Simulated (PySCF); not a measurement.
# H9NOSi3: the cost of one run

The runs use PySCF 2.14.0, with density-fitted response routines of our own; the level of theory stands in each step. All values are computed, except where a source is named. Atoms are numbered from 0 throughout.

## 1. Starting geometry

14 atoms, charge 0, multiplicity 1; geometry from: PBE0-D3(BJ)/def2-SVP.

Bonds of the start (Å): O0–Si1 1.67, Si1–N2 1.74, N2–Si3 1.76, N2–Si4 1.75, O0–H5 0.96, Si1–H6 1.50, Si1–H7 1.49, Si3–H8 1.49, Si3–H9 1.49, Si3–H10 1.50, Si4–H11 1.50, Si4–H12 1.49, Si4–H13 1.49.

## 2. X-ray photoelectron lines: SCAN, X2C

Job settings and geometry (Å):

```
{"job": {"kind": "xps"}, "charge": 0, "multiplicity": 1}
O      1.982786    -0.746940    -1.216051
Si     0.817007    -1.403638    -0.219411
N     -0.302613    -0.106255     0.071953
Si     0.336381     1.534686     0.002685
Si    -2.011695    -0.345329     0.376514
H      2.899989    -0.873457    -0.959673
H      1.491956    -1.892334     1.024910
H      0.100135    -2.536434    -0.868159
H      1.646453     1.620617     0.714764
H      0.502270     2.038367    -1.391201
H     -0.655805     2.406903     0.705261
H     -2.380821     0.019084     1.778655
H     -2.326180    -1.788544     0.155130
H     -2.835801     0.493622    -0.546539
```

With the program's defaults for keys left out, this is: delta-SCF UKS SCAN, pcX-2 on the ionised atom, pcseg-1 elsewhere, spin-free X2C.

The run is started by

```sh
OMP_NUM_THREADS=1 python probes_run.py task.json out
```

The driver reads the jobs from task.json and runs them one after another.

Q: Estimate the wall time and peak memory of this first job on 1 thread of Arm Neoverse N1, shared host.

About 74 s, with a peak of 0.63 GiB.
